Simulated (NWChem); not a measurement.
**AlSi2NH8S (SMILES N[SiH2][AlH][SiH2]S): levels of theory compared**

Aim: a comparison of 4 runs (HF/STO-3G, HF/3-21G, B3LYP/6-31G*) of AlSi2NH8S. 

Program for the calculation: NWChem 7.3.0.

### 1 The structure to begin with

The species is AlSi2NH8S (13 atoms), meant as a singlet with charge 0. SMILES: `N[SiH2][AlH][SiH2]S`. The coordinates come from a PBE0-D4/def2-TZVP relaxation. This is one conformer, not always the lowest.

Bond lengths: N1–Si2 1.729 Å, Si2–Al3 2.446 Å, Al3–Si4 2.401 Å, Si4–S5 2.281 Å, N1–H6 1.006 Å, N1–H7 1.008 Å, Si2–H8 1.492 Å, Si2–H9 1.508 Å, Al3–H10 1.586 Å, Si4–H11 1.488 Å, Si4–H12 1.489 Å, S5–H13 1.345 Å. Some angles: N1–Si2–Al3 112.4°, Si2–Al3–Si4 112.6°, Al3–Si4–S5 64.6°, N1–Si2–H8 107.0°, N1–Si2–H9 114.3°, Al3–Si2–H8 112.9°, Al3–Si2–H9 105.9°, Si2–N1–H6 119.8°, Si2–N1–H7 120.1°, Si2–Al3–H10 131.5°.

### 2 Energy and gradient at HF/STO-3G (run 1)

a.nw

```
start a
title "AlH8NSSi2"
memory 2200 mb
geometry noautosym nocenter noautoz
  N     -0.599800     2.497800     1.224800
  Si    -0.971300     1.200600     0.143900
  Al    -0.005400    -0.924500     0.873000
  Si     0.270600    -2.481000    -0.933800
  S      2.065100    -1.134200    -0.520200
  H      0.312300     2.552600     1.646800
  H     -0.971500     3.419300     1.055800
  H     -2.457200     1.148800     0.017400
  H     -0.486700     1.412200    -1.268800
  H      0.361300    -1.472000     2.315200
  H     -0.031200    -2.253000    -2.373300
  H      0.872100    -3.836500    -0.804900
  H      1.662100    -0.164800    -1.361100
end
basis spherical bse
  N library STO-3G
  Si library STO-3G
  Al library STO-3G
  S library STO-3G
  H library STO-3G
end
scf
  thresh 1e-08
  maxiter 80
  print medium
end
task scf gradient
```

On the command line:

```sh
$ nwchem a.nw > a.out
```

The log of the run:

```text
[...]
  functions       =    49
[...]
  wavefunction    = RHF
[...]
         Total SCF energy =  -1261.809595978794
      One-electron energy =  -2553.209248316346
      Two-electron energy =    893.127994703555
 Nuclear repulsion energy =    398.271657633996
        Time for solution =      4.6s
[...]
                         RHF ENERGY GRADIENTS
    atom               coordinates                        gradient
                 x          y          z           x          y          z
   1 N      -1.133458   4.720158   2.314536    0.010336   0.010176   0.000360
   2 Si     -1.835491   2.268805   0.271932    0.004630   0.047345   0.022847
   3 Al     -0.010205  -1.747052   1.649731   -0.015811   0.004267   0.011473
   4 Si      0.511360  -4.688410  -1.764626   -0.013515  -0.010473  -0.011226
   5 S       3.902473  -2.143327  -0.983035    0.036295  -0.002438   0.001543
   6 H       0.590161   4.823715   3.112001   -0.010190  -0.004031  -0.001938
   7 H      -1.835869   6.461540   1.995173   -0.000040  -0.009889   0.002252
   8 H      -4.643435   2.170917   0.032881   -0.032600  -0.003116  -0.003399
   9 H      -0.919730   2.668671  -2.397684    0.011543  -0.002276  -0.034947
  10 H       0.682758  -2.781677   4.375094    0.012833  -0.016976   0.042185
  11 H      -0.058959  -4.257553  -4.484887   -0.008306   0.006180  -0.028786
[...]
```

Run time: 6.9 s. Hardware: 1 thread of Intel Xeon Platinum 8488C (Sapphire Rapids), shared host; peak memory 0.096 GiB.

### 3 Energy and gradient at HF/3-21G (run 2)

input.nw

```
start input
title "AlH8NSSi2"
memory stack 880 mb heap 220 mb global 1100 mb

geometry units angstroms noautosym nocenter noautoz
   N    -0.599800    2.497800    1.224800
   Si   -0.971300    1.200600    0.143900
   Al   -0.005400   -0.924500    0.873000
   Si    0.270600   -2.481000   -0.933800
   S     2.065100   -1.134200   -0.520200
   H     0.312300    2.552600    1.646800
   H    -0.971500    3.419300    1.055800
   H    -2.457200    1.148800    0.017400
   H    -0.486700    1.412200   -1.268800
   H     0.361300   -1.472000    2.315200
   H    -0.031200   -2.253000   -2.373300
   H     0.872100   -3.836500   -0.804900
   H     1.662100   -0.164800   -1.361100
end

basis "ao basis" spherical bse
   * library 3-21G
end

scf
   thresh 1e-08
   maxiter 80
end

task scf gradient
```

On the command line:

```sh
$ nwchem input.nw > input.out
```

The log of the run:

```text
[...]
  functions       =    77
[...]
  wavefunction    = RHF
[...]
         Total SCF energy =  -1269.749596558251
      One-electron energy =  -2553.914483183986
      Two-electron energy =    885.893228991739
 Nuclear repulsion energy =    398.271657633996
        Time for solution =      6.7s
[...]
                         RHF ENERGY GRADIENTS
    atom               coordinates                        gradient
                 x          y          z           x          y          z
   1 N      -1.133458   4.720158   2.314536   -0.014997  -0.020747  -0.004563
   2 Si     -1.835491   2.268805   0.271932    0.010334   0.008677   0.012225
   3 Al     -0.010205  -1.747052   1.649731    0.011313  -0.002946  -0.015969
   4 Si      0.511360  -4.688410  -1.764626    0.021136   0.029869   0.011661
   5 S       3.902473  -2.143327  -0.983035   -0.029895  -0.018485   0.003449
   6 H       0.590161   4.823715   3.112001    0.005011   0.000778  -0.003221
   7 H      -1.835869   6.461540   1.995173    0.001838   0.003752  -0.004238
   8 H      -4.643435   2.170917   0.032881    0.000485   0.002785  -0.000040
   9 H      -0.919730   2.668671  -2.397684   -0.000565   0.001015   0.000122
  10 H       0.682758  -2.781677   4.375094    0.000755   0.000767  -0.001308
  11 H      -0.058959  -4.257553  -4.484887    0.000523  -0.000332  -0.001324
[...]
```

Wall time 9.6 s (1 thread of Intel Xeon Platinum 8488C (Sapphire Rapids), shared host); peak memory 0.096 GiB.

Run 3 isn't shown in full; the table further down has it.

### 4 Energy and gradient at B3LYP/6-31G(d) (Cartesian functions) (run 4)

run.py

```python
from ase import Atoms
from ase.calculators.nwchem import NWChem

molecule = Atoms(['N', 'Si', 'Al', 'Si', 'S', 'H', 'H', 'H', 'H', 'H', 'H', 'H', 'H'], positions=[
    [-0.599800, 2.497800, 1.224800],
    [-0.971300, 1.200600, 0.143900],
    [-0.005400, -0.924500, 0.873000],
    [0.270600, -2.481000, -0.933800],
    [2.065100, -1.134200, -0.520200],
    [0.312300, 2.552600, 1.646800],
    [-0.971500, 3.419300, 1.055800],
    [-2.457200, 1.148800, 0.017400],
    [-0.486700, 1.412200, -1.268800],
    [0.361300, -1.472000, 2.315200],
    [-0.031200, -2.253000, -2.373300],
    [0.872100, -3.836500, -0.804900],
    [1.662100, -0.164800, -1.361100],
])

calc = NWChem(
    label='alh8nssi2',
    theory='dft',
    memory='2200 mb',
    basis='6-31G*',
    dft={'xc': 'b3lyp', 'mult': '1', 'grid': 'fine', 'convergence': 'energy 1e-08', 'iterations': '100', 'mulliken': None},
)
molecule.calc = calc

forces = molecule.get_forces()
print(f"energy = {molecule.get_potential_energy():.6f} eV")
print("forces (eV/A):")
for s, f in zip(molecule.symbols, forces):
    print(f"{s:2s} {f[0]:10.5f} {f[1]:10.5f} {f[2]:10.5f}")
print("dipole (e A):", molecule.get_dipole_moment().round(4))
```

On the command line:

```sh
$ export ASE_NWCHEM_COMMAND="nwchem PREFIX.nwi > PREFIX.nwo"
$ python run.py
```

The log of the run:

```text
energy = -34808.992850 eV
forces (eV/A):
N    -0.05970    0.04283    0.24086
Si   -0.10470   -0.18697   -0.21258
Al   -0.14033    0.04710    0.18831
Si   -0.23531   -0.31064   -0.04546
S     0.39328    0.06387    0.01620
H     0.22929    0.03620    0.10619
H    -0.08994    0.24307   -0.03630
H    -0.02916   -0.00478   -0.01460
H    -0.00823   -0.02972   -0.07086
H    -0.00874   -0.01620    0.01882
H     0.00519   -0.01424   -0.03769
H    -0.00586   -0.03070   -0.02746
H     0.05420    0.16018   -0.12537
dipole (e A): [ 0.0616  0.217  -0.1895]
```

The calculator wrote alh8nssi2.nwi:

```
title "alh8nssi2"

permanent_dir alh8nssi2

scratch_dir alh8nssi2

start alh8nssi2

geometry units angstrom nocenter noautosym noautoz
  N  -5.9980000000000000e-01 2.4977999999999998e+00 1.2248000000000001e+00
  Si -9.7130000000000005e-01 1.2005999999999999e+00 1.4390000000000000e-01
  Al -5.4000000000000003e-03 -9.2449999999999999e-01 8.7300000000000000e-01
  Si 2.7060000000000001e-01 -2.4809999999999999e+00 -9.3379999999999996e-01
  S  2.0651000000000002e+00 -1.1342000000000001e+00 -5.2020000000000000e-01
  H  3.1230000000000002e-01 2.5526000000000000e+00 1.6468000000000000e+00
  H  -9.7150000000000003e-01 3.4192999999999998e+00 1.0558000000000001e+00
  H  -2.4571999999999998e+00 1.1488000000000000e+00 1.7399999999999999e-02
  H  -4.8670000000000002e-01 1.4121999999999999e+00 -1.2687999999999999e+00
  H  3.6130000000000001e-01 -1.4720000000000000e+00 2.3151999999999999e+00
  H  -3.1199999999999999e-02 -2.2530000000000001e+00 -2.3733000000000000e+00
  H  8.7209999999999999e-01 -3.8365000000000000e+00 -8.0489999999999995e-01
  H  1.6620999999999999e+00 -1.6480000000000000e-01 -1.3611000000000000e+00
end

memory 2200 mb

basis noprint
   * library 6-31G*
end

dft
  xc b3lyp
  mult 1
  grid fine
  convergence energy 1e-08
  iterations 100
  mulliken
end

task dft gradient
```

alh8nssi2.nwo (excerpt; [...] marks lines left out):

```text
[...]
         Total DFT energy =    -1279.206903257657
[...]
  wavefunction    = closed shell
                         DFT ENERGY GRADIENTS
    atom               coordinates                        gradient
                 x          y          z           x          y          z
   1 N      -1.133458   4.720158   2.314536    0.001161  -0.000833  -0.004684
   2 Si     -1.835491   2.268805   0.271932    0.002036   0.003636   0.004134
   3 Al     -0.010205  -1.747052   1.649731    0.002729  -0.000916  -0.003662
[... 9 lines of this table left out ...]
  13 H       3.140914  -0.311427  -2.572106   -0.001054  -0.003115   0.002438
[...]
```

Run time: 59 s. Hardware: 1 thread of Intel Xeon Platinum 8488C (Sapphire Rapids), shared host; peak memory 0.13 GiB.

### 5 Overview of the runs

```
run                               level  iteration cap  module   energy (Eh)  dipole moment (D)  HOMO energy (eV)  LUMO energy (eV)  wall time
  1                           HF/STO-3G             80     scf  -1261.809596               0.55             -6.00              8.44      6.9 s
  2                            HF/3-21G             80     scf  -1269.749597               1.39             -9.37              1.90      9.6 s
  3  B3LYP/6-31G* (spherical functions)            100     dft  -1279.197957               1.41             -6.48             -0.91       55 s
  4  B3LYP/6-31G* (Cartesian functions)            100     dft  -1279.206903               1.42             -6.48             -0.91       59 s
```

### 6 Results

| quantity | value |
| --- | --- |
| run 4: total energy | -1279.20690 Eh |
| run 4: dipole moment | 1.42 D |
| run 4: HOMO energy | -6.48 eV |
| run 4: LUMO energy | -0.91 eV |
| run 4: HOMO–LUMO gap | 5.56 eV |
| run 4: largest force on an atom | 0.399 eV/Å |

**Reading.** The dipole moment (its size) runs from 0.55 D (HF/STO-3G) to 1.42 D (B3LYP/6-31G*). The two ends differ in method and basis. The HOMO–LUMO gap runs from 5.56 eV (B3LYP/6-31G*) to 14.44 eV (HF/STO-3G). In run 1 the basis is minimal, so the values are rough. All runs together took 2.2 min, the longest 59 s.
